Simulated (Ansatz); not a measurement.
Nudged elastic band run: Mg$_{8}$HO$_{8}$, charge +1

Input:

```yaml
crystal:
  lattice:
    - [0.0, 4.1948, 4.1948]
    - [4.1948, 0.0, 4.1948]
    - [4.1948, 4.1948, 0.0]
  atoms:
    - { symbol: Mg, position: [-0.00266149, -0.002713, -0.00308822] }
    - { symbol: O, position: [0.24404398, 0.24398763, 0.24359513] }
    - { symbol: Mg, position: [0.00074543, 0.00069076, 0.48963463] }
    - { symbol: O, position: [0.24819991, 0.24814824, 0.74430595] }
    - { symbol: Mg, position: [0.00074781, 0.49002239, 0.00030548] }
    - { symbol: O, position: [0.24820197, 0.74468487, 0.24777113] }
    - { symbol: Mg, position: [0.02219165, 0.48085812, 0.4804834] }
    - { symbol: O, position: [0.25144759, 0.74768932, 0.74730713] }
    - { symbol: Mg, position: [0.49007717, 0.00069401, 0.00030629] }
    - { symbol: O, position: [0.74473709, 0.24815013, 0.247771] }
    - { symbol: Mg, position: [0.48091424, 0.02213449, 0.48048791] }
    - { symbol: O, position: [0.74774233, 0.25139674, 0.74730614] }
    - { symbol: Mg, position: [0.4809317, 0.48088028, 0.02173092] }
    - { symbol: O, position: [0.74773851, 0.74768445, 0.25103648] }
    - { symbol: Mg, position: [0.49904141, 0.4989892, 0.49860832] }
    - { symbol: O, position: [0.7470191, 0.7469686, 0.74658714] }
    - { symbol: H, position: [0.67943728, 0.67937247, 0.67893898] }
total_charge: 1
basis:
  ecutwfc: 420.0
kpoints:
  mp_grid: { grid: [2, 2, 2] }
hamiltonian:
  xc: pbe
  pseudopotentials: { kind: paw, azcp: { folder: soft_1 } }
scf:
  occupations: { method: gaussian, width: 0.02 }
  lower_state_search: "off"
neb:
  images: 7
  f_tol: 0.03
  initial_path: idpp
  max_iterations: 47
  final_atoms:
    - { symbol: Mg, position: [-0.02134862, 0.01933846, -0.01645865] }
    - { symbol: O, position: [0.25572858, 0.25224946, 0.24067647] }
    - { symbol: Mg, position: [-0.00028027, 0.0103165, 0.49119399] }
    - { symbol: O, position: [0.25279226, 0.24913309, 0.74628251] }
    - { symbol: Mg, position: [0.00306702, 0.50305169, -0.008302] }
    - { symbol: O, position: [0.25379405, 0.75366673, 0.23974085] }
    - { symbol: Mg, position: [-0.0002759, 0.49962974, 0.49118877] }
    - { symbol: O, position: [0.25279815, 0.75266715, 0.74624199] }
    - { symbol: Mg, position: [0.51965289, 0.01964466, -0.01642164] }
    - { symbol: O, position: [0.75237528, 0.2521648, 0.24068707] }
    - { symbol: Mg, position: [0.5015157, 0.00144289, 0.49649481] }
    - { symbol: O, position: [0.75655949, 0.2562895, 0.73174633] }
    - { symbol: Mg, position: [0.51964147, 0.47804846, -0.01646134] }
    - { symbol: O, position: [0.75238768, 0.75564971, 0.24068684] }
    - { symbol: Mg, position: [0.51043402, 0.49963664, 0.49115163] }
    - { symbol: O, position: [0.748876, 0.75274822, 0.74650169] }
    - { symbol: H, position: [0.32221585, 0.82089642, 1.03693246] }
  order_check: true
```

Run as:

```bash
$ ansatz run input.yaml --threads 1 --pin off --max-ram 3072MiB --backend cpu --events-out ev --progress --plain --runs-dir out
```

Output, in part (warnings, iteration lines):

```
NEB end point (image 0): max|allowed force component| = 1.938e-3 eV/Å (the criterion of neb.relax_end_points is 1.000e-2)
NEB end point (image 8): max|allowed force component| = 1.621e-2 eV/Å (the criterion of neb.relax_end_points is 1.000e-2)
NEB iter   1: max|band force component| = 3.926e0 eV/Å  barrier→ = 1.8318 eV  barrier← = 1.8318 eV  Δτ_max = 0.1186 Å  (72 SCF iters)
NEB iter   2: max|band force component| = 3.143e0 eV/Å  barrier→ = 1.2094 eV  barrier← = 1.2093 eV  Δτ_max = 0.2000 Å  (46 SCF iters)
NEB iter   3: max|band force component| = 9.482e0 eV/Å  barrier→ = 0.9459 eV  barrier← = 0.9458 eV  Δτ_max = 0.1008 Å  (48 SCF iters)
NEB iter   4: max|band force component| = 3.416e0 eV/Å  barrier→ = 0.4787 eV  barrier← = 0.4787 eV  Δτ_max = 0.2000 Å  (48 SCF iters)
NEB iter   5: max|band force component| = 1.566e0 eV/Å  barrier→ = 0.3871 eV  barrier← = 0.3870 eV  Δτ_max = 0.0708 Å  (48 SCF iters)
NEB iter   6: max|band force component| = 6.553e-1 eV/Å  barrier→ = 0.3064 eV  barrier← = 0.3063 eV  Δτ_max = 0.0713 Å  (42 SCF iters)
NEB iter   7: max|band force component| = 5.091e-1 eV/Å  barrier→ = 0.2949 eV  barrier← = 0.2948 eV  CI = image 6  Δτ_max = 0.1997 Å  (42 SCF iters)
NEB iter   8: max|band force component| = 3.426e-1 eV/Å  barrier→ = 0.3575 eV  barrier← = 0.3574 eV  CI = image 6  Δτ_max = 0.0670 Å  (45 SCF iters)
NEB iter   9: max|band force component| = 4.624e-1 eV/Å  barrier→ = 0.3760 eV  barrier← = 0.3759 eV  CI = image 6  Δτ_max = 0.0280 Å  (43 SCF iters)
NEB iter  10: max|band force component| = 1.261e-1 eV/Å  barrier→ = 0.3546 eV  barrier← = 0.3545 eV  CI = image 6  Δτ_max = 0.0107 Å  (42 SCF iters)
NEB iter  11: max|band force component| = 3.577e-2 eV/Å  barrier→ = 0.3529 eV  barrier← = 0.3528 eV  CI = image 6  Δτ_max = 0.0103 Å  (42 SCF iters)
NEB iter  12: max|band force component| = 2.517e-2 eV/Å  barrier→ = 0.3524 eV  barrier← = 0.3523 eV  CI = image 6  Δτ_max = 0.0000 Å  (252 SCF iters)
```

It converged. The profile has 2 maxima (images 2, 6) with wells between them (image 3): this band takes more than one step, which may be the mechanism or a detour left from its start path. By the program's own check the climbing image is a first-order saddle point (lowest curvatures found: -6.65 and 1.55 eV/Å²). Limits of this set-up: coarse k mesh, charged cell in a uniform background, uncorrected.

Final band (atoms are numbered from 1 in the order of the input):

```tsv
image	path coordinate (Å)	energy (eV)	Mg7–H17 (Å)	Mg11–H17 (Å)	O16–H17 (Å)
0	0.00	0.00	1.87	1.87	0.98
1	0.38	0.07	2.13	1.79	0.98
2	0.75	0.08	2.45	1.78	0.98
3	1.13	0.01	2.75	1.85	0.98
4	1.51	0.05	2.89	2.08	0.98
5	1.88	0.14	3.04	2.38	1.02
6	2.26	0.35	3.33	2.54	1.25
7	2.78	0.10	2.96	2.71	1.80
8	3.29	0.00	2.81	2.62	2.20
```

The run took 7.8 min on 1 thread of Arm Neoverse V2, with other jobs on the host, peak memory 0.71 GiB.
